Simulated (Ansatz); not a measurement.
La3Zn, space group Pm-3m: a convergence test of the plane-wave cutoff, run with the Python package of Ansatz (0.2.0).

`la3zn.extxyz`
```text
4
Lattice="4.963663 0.0 0.0 0.0 4.963663 0.0 0.0 0.0 4.963663" Properties=species:S:1:pos:R:3 pbc="T T T"
La    0.00000000    2.48183150    2.48183150
La    2.48183150    0.00000000    2.48183150
La    2.48183150    2.48183150    0.00000000
Zn    0.00000000    0.00000000    0.00000000
```

`ecut_la3zn.py`
```python
'''Cutoff test for La3Zn.'''

import csv
import logging
import sys
import warnings

import ansatz as az

logging.basicConfig(stream=sys.stdout, format='%(levelname)s %(message)s')
logger = logging.getLogger('ansatz_job')
logger.setLevel(logging.INFO)


def main() -> None:
    warnings.simplefilter('ignore', az.DeckWarning)

    structure = az.Crystal.from_extxyz('la3zn.extxyz')

    job = (
        structure.calculation()
        .kpoints(5)
        .occupations('methfessel_paxton', width=0.05)
        .functional(az.Functional.PBESOL)
        .scf(tolerance=1e-08)
    )

    rows = []
    for value in [300, 350, 400, 450]:
        r = job.basis(value).run().report
        rows.append((value, r['free_energy_ev'] / len(r['lattice']['sites']), r['n_iterations'], r['n_pw']))

    with open('ecut.csv', 'w', newline='') as handle:
        writer = csv.writer(handle)
        writer.writerow(['cutoff (eV)', 'F/atom (eV)', 'iterations', 'plane waves'])
        writer.writerows([round(v, 5) if isinstance(v, float) else v for v in row] for row in rows)

    # differences from the last row
    for row in rows[:-1]:
        shift = 1000 * (row[1] - rows[-1][1])
        logger.info(f'{row[0]}: {shift:+.2f} meV/atom' + ('  (within 1 meV)' if abs(shift) < 1 else ''))


if __name__ == '__main__':
    main()
```

How fast does the energy converge with the cutoff (threshold 1 meV an atom)?

From 400 eV on it stays within 1 meV an atom of the value at 450 eV; the first row (300 eV) is off by 56.1 meV and the last but one by 0.35 meV. The energy falls steadily, as expected when plane waves are added.

The output:

Output of `python ecut_la3zn.py`:
```text
INFO 300: +56.09 meV/atom
INFO 350: +3.89 meV/atom
INFO 400: +0.35 meV/atom  (within 1 meV)
```

It writes `ecut.csv`:
```csv
cutoff (eV),F/atom (eV),iterations,plane waves
300,-5441.17472,8,1419
350,-5441.22692,8,1839
400,-5441.23045,9,2205
450,-5441.23081,8,2601
```

The mesh is modest for a metal, so energies can be off by several to tens of meV an atom and pressures by half a GPa or more; differences at equal mesh fare better. The structure comes from a database of computed cells and needn't be a stable or known phase. Shifts are counted from the last row, which is itself no proven limit. The script silences the warnings on its input, which a real study should read. Hardware and time: 7.9 s on 1 thread of Arm Neoverse V2 (shared host), peak memory 0.43 GiB.

(Lines on the test bed's own set-up are left out of the output.)
